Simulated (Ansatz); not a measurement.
Write the native input for Ansatz 0.2.0 that does the following.

```
Task                : single point
Functional          : PBE
Potentials or basis : Ansatz PAW
Cutoff              : 420 eV (not typed: the program's choice for these potentials)
k mesh              : 7 × 7 × 2
Occupations         : fermi-dirac, width 0.05 eV
Spin                : collinear spin, ferromagnetic start
Starting moments    : [0.0, 0.0, 0.0, 0.0, 6.0] μB
Fixed moment        : 6 μB
```

The system is MnSb4.

```
CELL_PARAMETERS angstrom
3.08050 0.00000 0.00000
0.00000 3.08050 0.00000
0.00000 0.00000 14.99420
ATOMIC_POSITIONS crystal
Sb 0.00000 0.00000 0.81968
Sb 0.00000 0.00000 0.60055
Sb 0.00000 0.00000 0.39945
Sb 0.00000 0.00000 0.18032
Mn 0.00000 0.00000 0.00000
```

The cell comes from a database or a generator and needn't be the stable form of this composition.

These files were run (other wordings do the same):

input.yaml

```yaml
crystal:
  lattice:
    - [3.0805, 0.0, 0.0]
    - [0.0, 3.0805, 0.0]
    - [0.0, 0.0, 14.994203]
  atoms:
    - { symbol: Sb, position: [0.0, 0.0, 0.819682] }
    - { symbol: Sb, position: [0.0, 0.0, 0.600551] }
    - { symbol: Sb, position: [0.0, 0.0, 0.399449] }
    - { symbol: Sb, position: [0.0, 0.0, 0.180318] }
    - { symbol: Mn, position: [0.0, 0.0, 0.0], spin: 6.0 }
hamiltonian:
  xc: pbe
  pseudopotentials: { kind: paw }
magnetization:
  spin_polarized: true
  initial_magnetization: 6.0
  spin_locking: { lock_magnetization: hard }
kpoints:
  mp_grid: { grid: [7, 7, 2] }
scf:
  occupations: { method: fermi_dirac, width: 0.05 }
  lower_state_search: "off"
output:
  forces: true
  stress: true
  eigenvalues: true
```

Potentials or basis: Ansatz PAW.

Command:

```console
$ ansatz run input.yaml --threads 2 --pin off --max-ram 5632MiB --backend cpu --events-out ev --progress --plain --runs-dir out
```

Results of the run:

```json
{"Pressure": "1.5 GPa", "Largest force": "0.286 eV/Å", "Net moment": "6.00 μB per cell", "Absolute moment": "6.00 μB per cell", "Site moments": "Sb +0.16, +0.18; Mn +4.22 μB"}
```

Caveat: the total moment is fixed, so each spin has its own Fermi level; a cell with one magnetic atom can't hold antiferromagnetic order, which such compounds often take; the thresholds are loose for stress.

Run time: 12 s on 2 threads of Arm Neoverse V2, on a shared host, peak memory 0.55 GiB.
